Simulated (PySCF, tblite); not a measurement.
# C4H10BN: geometry, infrared bands and NMR shifts

Wanted: the infrared bands and NMR shifts of C4H10BN (`CBNC1CC1`), by calculation.

The runs use tblite 0.8.0 and PySCF 2.14.0, with density-fitted response routines of our own; the level of theory stands in each step. All values are computed, except where a source is named. Atoms are numbered from 0 throughout.

### 1 The starting structure

16 atoms, charge 0, multiplicity 1; geometry from: force field or distance geometry start.

Bonds of the start (Å): C0–B1 1.59, B1–N2 1.51, N2–C3 1.46, C3–C4 1.51, C4–C5 1.51, C5–C3 1.51, C0–H6 1.10, C0–H7 1.12, C0–H8 1.11, B1–H9 1.20, N2–H10 1.04, C3–H11 1.13, C4–H12 1.11, C4–H13 1.10, C5–H14 1.12, C5–H15 1.12.

### 2 Geometry optimisation with GFN2-xTB

Job settings and geometry (Å):

```
{"job": {"kind": "relax", "xc": "GFN2-xTB", "basis": "xTB"}, "charge": 0, "multiplicity": 1}
C      2.476200     0.656400     0.169100
B      1.416800    -0.496700     0.431900
N      0.273800    -0.726400    -0.524400
C     -0.991800    -0.551500     0.190800
C     -2.164900    -0.274800    -0.715500
C     -1.576200     0.842800     0.118400
H      3.232000     0.672700     0.971000
H      1.945900     1.639800     0.155100
H      2.969400     0.485600    -0.806100
H      1.536500    -1.191900     1.399800
H      0.315400    -1.720000    -0.843600
H     -1.217900    -1.201100     1.084900
H     -1.925800    -0.196700    -1.794700
H     -3.138500    -0.645600    -0.355900
H     -0.968000     1.586100    -0.450200
H     -2.190400     1.130100     1.011400
```

Run with:

```
$ OMP_NUM_THREADS=1 python probes_run.py task.json out
```

The driver reads the jobs from task.json and runs them one after another.

**Question.** This job is followed by: GFN2-xTB harmonic vibrations, gas phase; GIAO PBE0/pcSseg-1 NMR shielding, non-relativistic, gas phase. Predict these results of the whole session: strongest single infrared mode (GFN2-xTB); zero-point energy (GFN2-xTB); 13C shifts against TMS (PBE0/pcSseg-1, means over atoms taken as alike); 1H shifts against TMS (PBE0/pcSseg-1, means over atoms taken as alike); 11B shifts against BF3·OEt2 (PBE0/pcSseg-1); 15N shifts against NH3 (PBE0/pcSseg-1); surface potential, 1st and 99th percentile.

As calculated:

| quantity | value |
| --- | --- |
| strongest single infrared mode (GFN2-xTB) | 1499 cm⁻¹, 187 km/mol |
| zero-point energy (GFN2-xTB) | 85.9 kcal/mol |
| 13C shifts against TMS (PBE0/pcSseg-1, means over atoms taken as alike) | 34.6, 9.4, 6.6 ppm |
| 1H shifts against TMS (PBE0/pcSseg-1, means over atoms taken as alike) | 5.16, 3.44, 2.80, 0.68, 0.26, 0.24 ppm |
| 11B shifts against BF3·OEt2 (PBE0/pcSseg-1) | 38.7 ppm |
| 15N shifts against NH3 (PBE0/pcSseg-1) | 153.0 ppm |
| surface potential, 1st and 99th percentile | -0.58 V and 1.57 V |

In words: Relaxing lowered the energy by 1.534 eV in 155 steps; the close pair that moved most is B1–N2, from 1.508 to 1.382 Å. No mode is imaginary among the 42: a minimum at this level. GFN2-xTB is a fitted tight-binding method: band positions and strengths are rough. Its intensities can rank the bands wrongly. At PBE0/pcSseg-1: The widest tensor belongs to N2: span 136 ppm, with a paramagnetic part of -207 ppm.
